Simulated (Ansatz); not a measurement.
# GdB2Rh3 (randomly packed cell): how the settings move a single-point run

How sensitive is a single-point run of GdB2Rh3 (randomly packed cell) to its settings? A reference run comes first, then three runs with altered input.

Method: reference: DFT PBE, plane waves, PAW, scalar-relativistic, collinear spin, in Ansatz 0.2.0.

1 further run of the same task is left out (it didn't finish).

## 1. The structure to begin with

It takes space group P1 (No. 1, triclinic). Conventional cell: a = 4.311 Å, b = 4.359 Å, c = 4.530 Å, α = 73.19°, β = 83.38°, γ = 82.20°. B (site symmetry 1) has 1 B at 1.74 Å and 3 Rh at 2.08 to 2.31 Å and 1 Gd at 2.41 Å as nearest neighbours. B (site symmetry 1) is surrounded by 1 B at 1.74 Å and 2 Rh at 2.10 to 2.17 Å and 1 Gd at 2.39 Å. Around Gd (site symmetry 1) lie 4 B at 2.39 to 3.08 Å and 8 Rh at 2.71 to 3.07 Å. Around Rh (site symmetry 1) lie 2 B at 2.11 to 2.31 Å. Around Rh (site symmetry 1) lie 2 B at 2.08 to 2.10 Å. Rh (site symmetry 1) is surrounded by 1 B at 2.17 Å and 2 Rh at 2.42 to 2.43 Å.

As a file:

```
CELL_PARAMETERS angstrom
4.43156 0.93007 0.14315
0.36773 4.25609 0.86734
0.43505 -0.31044 4.27755
ATOMIC_POSITIONS crystal
B 0.65042 0.41675 0.93813
B 0.80631 0.74245 0.84995
Gd 0.13137 0.09251 0.71215
Rh 0.54102 0.46542 0.46894
Rh 0.51196 0.02859 0.17781
Rh 0.03016 0.70220 0.27932
```

## 2. Baseline

Input file input.yaml:

```yaml
crystal:
  lattice:
    - [4.431563, 0.930073, 0.143146]
    - [0.367728, 4.256089, 0.86734]
    - [0.43505, -0.310437, 4.277552]
  atoms:
    - { symbol: B, position: [0.650419, 0.416755, 0.93813] }
    - { symbol: B, position: [0.806311, 0.74245, 0.849953] }
    - { symbol: Gd, position: [0.131371, 0.09251, 0.712152], spin: 6.8 }
    - { symbol: Rh, position: [0.541023, 0.465422, 0.468942] }
    - { symbol: Rh, position: [0.511963, 0.028593, 0.177811] }
    - { symbol: Rh, position: [0.030158, 0.702197, 0.279317] }
kpoints:
  mp_grid: { grid: [4, 4, 4], shift: [0.5, 0.5, 0.0] }
magnetization:
  spin_polarized: true
scf:
  occupations: { method: fermi_dirac }
hamiltonian:
  pseudopotentials: { kind: paw }
  xc: pbe
basis:
  ecutwfc: 420
output:
  forces: true
  stress: true
  eigenvalues: true
```

Launch:

```
> ansatz run input.yaml --threads 1 --pin off --max-ram 2560MiB --backend cpu --events-out ev --progress --plain --runs-dir out
```

## 3. Variant: chi_scale 0.1

input.yaml, as its differences from that of step 2:

```diff
@@ -18,2 +18,3 @@
   occupations: { method: fermi_dirac }
+  initial_density: { chi_scale: 0.1 }
 hamiltonian:
```

## 4. Variant: xc lda

input.yaml, as its differences from that of step 2:

```diff
@@ -20,3 +20,3 @@
   pseudopotentials: { kind: paw }
-  xc: pbe
+  xc: lda
 basis:
@@ -27 +27,5 @@
   eigenvalues: true
+  write_density: true
+  write_potential: true
+  elf: true
+  volumetric_format: npy
```

## 5. Variant: mixing.algorithm broyden, mixing.beta 0.05, ecutwfc 36.7 Ry, xc_grid 3

input.yaml, as its differences from that of step 2:

```diff
@@ -18,2 +18,3 @@
   occupations: { method: fermi_dirac }
+  mixing: { algorithm: broyden, beta: 0.05 }
 hamiltonian:
@@ -22,3 +23,4 @@
 basis:
-  ecutwfc: 420
+  ecutwfc: "36.7 Ry"
+  xc_grid: 3
 output:
```

What does the calculation give? Wanted: for each run, ending; energy change; pressure; abs. moment; force.

**Answer**, as computed:

```tsv
run	ending	energy change	pressure (GPa)	abs. moment (μB)	force (eV/Å)	cycles	time
reference	converged	0	19.1	7.11	3.16	14	36 s
1: chi_scale 0.1	converged	0.0 meV/atom	19.1	7.11	3.16	14	41 s
2: xc lda	converged	not comparable	6.9	7.08	2.89	13	46 s
3: mixing.algorithm broyden, mixing.beta 0.05, ecutwfc 36.7 Ry, xc_grid 3	converged	-1.9 meV/atom	19.0	7.11	3.16	35	94 s
```

Times don't compare one to one where runs were asked for different outputs or read a saved state (see the inputs); cycles may leave out searches for a lower state.

Residual by cycle in the longest SCF loop of each run; runs are numbered as in the table. The quantity is the density residual dr2, in eV.

```tsv
cycle	reference	run 1	run 2	run 3
1	87.1	87.1	93.6	87.2
4	0.229	0.229	0.234	0.992
7	0.039	0.039	0.0549	0.154
10	2.2e-5	2.2e-5	1.9e-5	0.0628
13	1.9e-7	1.9e-7	4.4e-8	9.4e-4
16	-	-	-	2.2e-4
20	-	-	-	1.8e-5
23	-	-	-	3.1e-6
26	-	-	-	6.5e-7
29	-	-	-	9.8e-8
32	-	-	-	6.8e-8
35	-	-	-	9.5e-9
```

What this shows: Of the converged runs whose energies compare with the reference's, «mixing.algorithm broyden, mixing.beta 0.05, ecutwfc 36.7 Ry, xc_grid 3» moves the energy most (-1.9 meV/atom) and «chi_scale 0.1» least (0.0 meV/atom). The pressure spans 6.9 to 19.1 GPa over the reference and the converged variants. The structure is not at rest: the sound run finds 19 GPa, so these are no properties of the relaxed crystal. 

The reference is no final answer either: its f shells have neither a U nor exact exchange and are poorly placed; its magnetic state comes from one start and may not be the lowest; the structure is made up and not relaxed.
